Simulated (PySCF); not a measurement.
# C₃H₇BN radical: a look at the electrons

Aim: take C₃H₇BN radical and measure its response to a uniform field, analyse its density (charges, bond critical points, surface potential) and see where an electron leaves and enters.

Method: levels as typed in each script, gas phase, geometry from GFN2-xTB; program: PySCF 2.14.0.

### 1 The system as given

SMILES `C=CCB[NH]`, 12 atoms, charge 0, spin multiplicity 2.

Bond lengths: C1–C2 1.331 Å, C1–H6 1.076 Å, C1–H7 1.078 Å, C2–C3 1.462 Å, C2–H8 1.083 Å, C3–B4 1.690 Å, C3–H9 1.086 Å, C3–H10 1.086 Å, B4–N5 1.303 Å, B4–H11 1.169 Å, N5–H12 0.997 Å. Angles: C2–C1–H6 122.0°, C2–C1–H7 121.5°, H6–C1–H7 116.4°, C1–C2–C3 124.3°, C1–C2–H8 119.5°, C3–C2–H8 116.1°, C2–C3–B4 107.5°, C2–C3–H9 112.9°, C2–C3–H10 112.3°, B4–C3–H9 103.6°, B4–C3–H10 109.4°, H9–C3–H10 110.7°, C3–B4–N5 119.1°, C3–B4–H11 114.5°, N5–B4–H11 126.4°, B4–N5–H12 144.7°.

As a file:

```xyz
12
charge 0, multiplicity 2
C    -1.9852   -0.6788   -0.0919
C    -1.2236    0.4100   -0.1749
C    -0.0139    0.6313    0.6158
B     1.3112    0.3560   -0.3964
N     2.1418   -0.6048   -0.1059
H    -2.8666   -0.8066   -0.6962
H    -1.7549   -1.4761    0.5956
H    -1.4722    1.1818   -0.8925
H     0.1086    1.6669    0.9202
H     0.0447   -0.0312    1.4740
H     1.3902    1.0915   -1.3013
H     2.3373   -1.3475    0.5298
```

### 2 Response to an electric field (wB97X/def2-svpd)

input.py reads:

```python
import numpy as np
from pyscf import gto, scf, dft
from pyscf.scf import atom_ks, atom_hf
from scipy.linalg import block_diag

def solve(mol, dm0=None, hcore=None):
    mf = (dft.UKS if mol.spin else dft.RKS)(mol, xc='wb97x')
    mf.grids.level = 3
    mf = mf.density_fit(auxbasis='def2-universal-jkfit')
    mf.conv_tol, mf.max_cycle = 1e-8, 80
    if hcore is not None:
        mf.get_hcore = lambda *args: hcore
    mf.kernel(dm0)
    if not mf.converged:
        mf = mf.newton().run(mf.mo_coeff, mf.mo_occ, max_cycle=30)
    assert mf.converged, 'SCF not converged'
    return mf

mol = gto.M(atom='''
C     -1.98520    -0.67878    -0.09186
C     -1.22356     0.40996    -0.17492
C     -0.01391     0.63126     0.61575
B      1.31124     0.35597    -0.39640
N      2.14181    -0.60475    -0.10589
H     -2.86662    -0.80657    -0.69623
H     -1.75490    -1.47612     0.59559
H     -1.47216     1.18178    -0.89254
H      0.10863     1.66691     0.92022
H      0.04470    -0.03120     1.47396
H      1.39020     1.09150    -1.30134
H      2.33734    -1.34752     0.52976
''', basis='def2-svpd', charge=0, spin=1, verbose=4)
field = np.array([0.005, 0.0, 0.0])  # atomic units
mol.set_common_orig(mol.atom_charges() @ mol.atom_coords() / mol.atom_charges().sum())
mf = solve(mol)
out = dict(dm0=mf.make_rdm1(), d0=mf.dip_moment(unit='AU'), e0=mf.e_tot)
for name, sign in (('p', 1), ('m', -1)):
    h = mf.get_hcore() + sign * np.einsum('x,xij->ij', field, mol.intor('int1e_r'))
    mi = solve(mol, mf.make_rdm1(), h)
    out.update({'dm' + name: mi.make_rdm1(), 'd' + name: mi.dip_moment(unit='AU'), 'e' + name: mi.e_tot})
# spherically averaged free atoms, for the promolecule
atm = atom_ks.get_atm_nrks(mol, xc='wb97x')
pro = block_diag(*[(atm[a[0]][2] * atm[a[0]][3]) @ atm[a[0]][2].T for a in mol._atom])
np.savez('result.npz', pro=pro, **out)
```

The run is started by

```sh
> OMP_NUM_THREADS=1 python input.py
```

### 4 Density, bond paths and surface potential (HF/6-311g**)

input.py reads:

```python
import numpy as np
from pyscf import gto, scf, dft
from pyscf.scf import atom_ks, atom_hf
from scipy.linalg import block_diag

def solve(mol, dm0=None, hcore=None):
    mf = scf.UHF(mol) if mol.spin else scf.RHF(mol)
    mf = mf.density_fit(auxbasis='def2-universal-jkfit')
    mf.conv_tol, mf.max_cycle = 1e-8, 80
    if hcore is not None:
        mf.get_hcore = lambda *args: hcore
    mf.kernel(dm0)
    if not mf.converged:
        mf = mf.newton().run(mf.mo_coeff, mf.mo_occ, max_cycle=30)
    assert mf.converged, 'SCF not converged'
    return mf

mol = gto.M(atom='''
C     -1.98520    -0.67878    -0.09186
C     -1.22356     0.40996    -0.17492
C     -0.01391     0.63126     0.61575
B      1.31124     0.35597    -0.39640
N      2.14181    -0.60475    -0.10589
H     -2.86662    -0.80657    -0.69623
H     -1.75490    -1.47612     0.59559
H     -1.47216     1.18178    -0.89254
H      0.10863     1.66691     0.92022
H      0.04470    -0.03120     1.47396
H      1.39020     1.09150    -1.30134
H      2.33734    -1.34752     0.52976
''', basis='6-311g**', charge=0, spin=1, verbose=4)
mf = solve(mol)
mf.analyze()
# spherically averaged free atoms, for the promolecule
atm = scf.atom_hf.get_atm_nrhf(mol)
pro = block_diag(*[(atm[a[0]][2] * atm[a[0]][3]) @ atm[a[0]][2].T for a in mol._atom])
np.savez('result.npz', e=mf.e_tot, c=mf.mo_coeff, occ=mf.mo_occ, eps=mf.mo_energy, pro=pro, dip=mf.dip_moment(verbose=0), s2=mf.spin_square()[0])
```

### 6 Removing and adding an electron (B3LYP/6-31g*)

input.py reads:

```python
import numpy as np
from pyscf import gto, scf, dft
from pyscf.scf import atom_ks, atom_hf
from scipy.linalg import block_diag

def solve(mol, dm0=None, hcore=None):
    mf = (dft.UKS if mol.spin else dft.RKS)(mol, xc='b3lyp')
    mf.grids.level = 3
    mf = mf.density_fit(auxbasis='def2-universal-jkfit')
    mf.conv_tol, mf.max_cycle = 1e-8, 80
    if hcore is not None:
        mf.get_hcore = lambda *args: hcore
    mf.kernel(dm0)
    if not mf.converged:
        mf = mf.newton().run(mf.mo_coeff, mf.mo_occ, max_cycle=30)
    assert mf.converged, 'SCF not converged'
    return mf

mol = gto.M(atom='''
C     -1.98520    -0.67878    -0.09186
C     -1.22356     0.40996    -0.17492
C     -0.01391     0.63126     0.61575
B      1.31124     0.35597    -0.39640
N      2.14181    -0.60475    -0.10589
H     -2.86662    -0.80657    -0.69623
H     -1.75490    -1.47612     0.59559
H     -1.47216     1.18178    -0.89254
H      0.10863     1.66691     0.92022
H      0.04470    -0.03120     1.47396
H      1.39020     1.09150    -1.30134
H      2.33734    -1.34752     0.52976
''', basis='6-31g*', charge=0, spin=1, verbose=4)
mf = solve(mol)
out = dict(e0=mf.e_tot, dm0=mf.make_rdm1(), c=mf.mo_coeff, occ=mf.mo_occ, eps=mf.mo_energy)
for name, dq, spin in [('cation', 1, 0), ('anion', -1, 0)]:
    ion = mol.copy().set(charge=mol.charge + dq, spin=spin).build()
    mi = solve(ion)
    if spin and dq > 0 and mol.nao < 130:
        c, _, stable, _ = mi.stability(return_status=True)
        if not stable:
            mi = solve(ion, mi.make_rdm1(c, mi.mo_occ))
    print(name, 'vertical energy change / eV', (mi.e_tot - mf.e_tot) * 27.211386)
    out.update({'e_' + name: mi.e_tot, 'dm_' + name: mi.make_rdm1(), 's2_' + name: mi.spin_square()[0], 'eps_' + name: mi.mo_energy, 'occ_' + name: mi.mo_occ})
# spherically averaged free atoms, for the promolecule
atm = atom_ks.get_atm_nrks(mol, xc='b3lyp')
pro = block_diag(*[(atm[a[0]][2] * atm[a[0]][3]) @ atm[a[0]][2].T for a in mol._atom])
np.savez('result.npz', pro=pro, **out)
```

(Steps that only read results are left out.)

What does the calculation give? Wanted: polarisability along the field; dipole moment; HOMO, LUMO; vertical ionisation energy; vertical electron affinity.

As calculated:

```
                                        quantity           value
polarisability along the field (wB97X/def2-svpd)      91.4 bohr³
                     dipole moment (HF/6-311g**)          1.45 D
                        HOMO, LUMO (HF/6-311g**)  -9.15, 2.02 eV
       vertical ionisation energy (B3LYP/6-31g*)         8.64 eV
       vertical electron affinity (B3LYP/6-31g*)         0.91 eV
```

**Reading.** At HF/6-311g**: The highest Hirshfeld charge is on H12 (+0.17 e), the lowest on N5 (−0.19 e). The ionisation energy from two SCF runs, 8.64 eV, lies 2.4 eV above −ε(HOMO) = 6.23 eV of the same level, B3LYP/6-31g*, since self-interaction lifts this functional's HOMO. All values hold at the given geometry, in the gas phase.
